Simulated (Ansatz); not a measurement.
Write a Python script for Ansatz 0.2.0, Python API that makes vertical spin-state energies of BH7SSi2, SMILES B[SiH2]S[SiH3]. Settings (for the species named): MP2, 6-31G* basis, multiplicity 1.

```xyz
11

B    -0.9296    1.5568   -0.6232
Si    0.8356    0.9695   -0.3726
S     0.9697   -0.0488    1.4989
Si    0.0391   -1.7824    0.7974
H    -1.2572    2.1924   -1.6314
H    -1.8031    1.3959    0.1792
H     1.7690    2.1348   -0.3615
H     1.2629    0.0940   -1.4799
H     0.6929   -2.3527   -0.2998
H    -1.3967   -1.4275    0.4126
H    -0.1173   -2.7890    1.9010
```

`bh7ssi2.py`:
```python
# -*- coding: utf-8 -*-
"""Vertical spin-state energies of BH7SSi2."""

import ansatz

bh7ssi2 = (
    ansatz.Crystal.molecule()
    .atom("B", (-0.9296, 1.5568, -0.6232))
    .atom("Si", (0.8356, 0.9695, -0.3726))
    .atom("S", (0.9697, -0.0488, 1.4989))
    .atom("Si", (0.0391, -1.7824, 0.7974))
    .atom("H", (-1.2572, 2.1924, -1.6314))
    .atom("H", (-1.8031, 1.3959, 0.1792))
    .atom("H", (1.769, 2.1348, -0.3615))
    .atom("H", (1.2629, 0.094, -1.4799))
    .atom("H", (0.6929, -2.3527, -0.2998))
    .atom("H", (-1.3967, -1.4275, 0.4126))
    .atom("H", (-0.1173, -2.789, 1.901))
)

setup = (
    bh7ssi2.calculation()
    .basis(gaussian="6-31G*")
    .correlation("mp2")
)
found = {}
for unpaired in [0, 2]:
    rep = setup.spin("collinear", total=unpaired).run().report
    s = unpaired / 2
    found[unpaired] = rep["free_energy_ev"]
    print(f"2S+1 = {unpaired + 1}: E = {found[unpaired]:.5f} eV, <S^2> = {abs(rep['mean_field']['state']['spin_squared']):.3f} (pure state {s * (s + 1):.2f})")
lowest = min(found, key=found.get)
for unpaired, e in found.items():
    print(f"multiplicity {unpaired + 1}: {(e - found[lowest]):.3f} eV above the lowest")
```

```console
$ python bh7ssi2.py
2S+1 = 1: E = -27332.29753 eV, <S^2> = 0.000 (pure state 0.00)
2S+1 = 3: E = -27328.79871 eV, <S^2> = 2.017 (pure state 2.00)
multiplicity 1: 0.000 eV above the lowest
multiplicity 3: 3.499 eV above the lowest
```

In order: multiplicity 1 (+0.00 eV) and multiplicity 3 (+3.50 eV), all at the one geometry.

What to keep in mind:
- Total energies depend on the basis set; only differences at equal settings carry meaning.
- The geometry is a force-field or estimated start, not a minimum of this method, and the basis set is short of its limit. All parts are taken at fixed geometry, without zero-point energy.
- S² is that of the Hartree-Fock reference.
- The whole script took 4.3 s on 1 thread of Arm Neoverse V2, with other jobs on the host, peak memory 0.27 GiB.
